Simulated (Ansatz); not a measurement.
# C4O4Ru: the cost of one run

Computed with Ansatz 0.2.0, Gaussian basis. Level: functionals in def2-TZVPP, the program's frozen cores in correlated methods.

Levels to be run: LDA (SPW92), PBE-D4, revPBE-D4, BLYP-D4, r2SCAN-D4, B97M-V, PBE0-D4, B3LYP-D4, r2SCANh-D4, r2SCAN0-D4, HSE06-D4, BHLYP-D4, CAM-B3LYP-D4, LC-ωPBE, ωB97X-V, ωB97M-V, B2PLYP, PBE-QIDH; CCSD(T)/def2-SVP; MP2/def2-TZVPP; MP2/def2-QZVPP; RPA on PBE.

### 1 The geometry

The geometry comes from an earlier relaxation with PBE0-D4 in a triple-zeta def2 set; it is a stationary point, not always the lowest conformer. Ru takes the def2 core potential; no spin-orbit term is included.

SMILES `[O+]#[C][Ru-4]([C]#[O+])([C]#[O+])[C]#[O+]`, 9 atoms, charge 0, spin multiplicity 1.

Atoms are counted from 1 here; the program's logs count them from 0.

Bond lengths: O1–C2 1.141 Å, C2–Ru3 1.900 Å, Ru3–C4 1.934 Å, Ru3–C6 1.934 Å, Ru3–C8 1.900 Å, C4–O5 1.134 Å, C6–O7 1.134 Å, C8–O9 1.141 Å. Angles: O1–C2–Ru3 169.1°, C2–Ru3–C4 92.1°, C2–Ru3–C6 92.1°, C2–Ru3–C8 138.6°, C4–Ru3–C6 168.2°, C4–Ru3–C8 92.1°, C6–Ru3–C8 92.1°, Ru3–C4–O5 175.5°, Ru3–C6–O7 175.5°, Ru3–C8–O9 169.1°.

Geometry (Å):

```xyz
9
C4O4Ru
O     2.3462   -1.1967   -1.2510
C     1.4453   -0.5689   -0.9418
Ru   -0.0839    0.2394   -0.1551
C    -1.2821   -0.7038   -1.3448
O    -2.0020   -1.1789   -2.0811
C     1.0016    1.5040    0.8262
O     1.6058    2.3091    1.3487
C    -1.2339   -0.0342    1.3327
O    -1.7970   -0.3699    2.2662
```

### 2 LDA

This LDA is Slater exchange with PW92 correlation.

in.yaml reads:

```yaml
crystal:
  periodic: [false, false, false]
  atoms:
    - {symbol: O, position_ang: [2.346194, -1.196734, -1.251001]}
    - {symbol: C, position_ang: [1.445323, -0.568935, -0.941770]}
    - {symbol: Ru, position_ang: [-0.083915, 0.239379, -0.155130]}
    - {symbol: C, position_ang: [-1.282116, -0.703800, -1.344822]}
    - {symbol: O, position_ang: [-2.002044, -1.178894, -2.081110]}
    - {symbol: C, position_ang: [1.001596, 1.504002, 0.826242]}
    - {symbol: O, position_ang: [1.605798, 2.309056, 1.348697]}
    - {symbol: C, position_ang: [-1.233863, -0.034223, 1.332656]}
    - {symbol: O, position_ang: [-1.796982, -0.369851, 2.266239]}
basis:
  gaussian: {orbitals: def2-TZVPP}
hamiltonian: {xc: lda}
output: {orbitals: {seedname: orbitals}}
```

Run with:

```sh
$ ansatz run in.yaml --threads 4 --pin off --events-out ev --progress --plain --max-ram 11315MiB
```

What time and memory should one allow on 4 threads of Intel Xeon at 2.50GHz, shared host?

About 5 s, with a peak of 0.47 GiB.
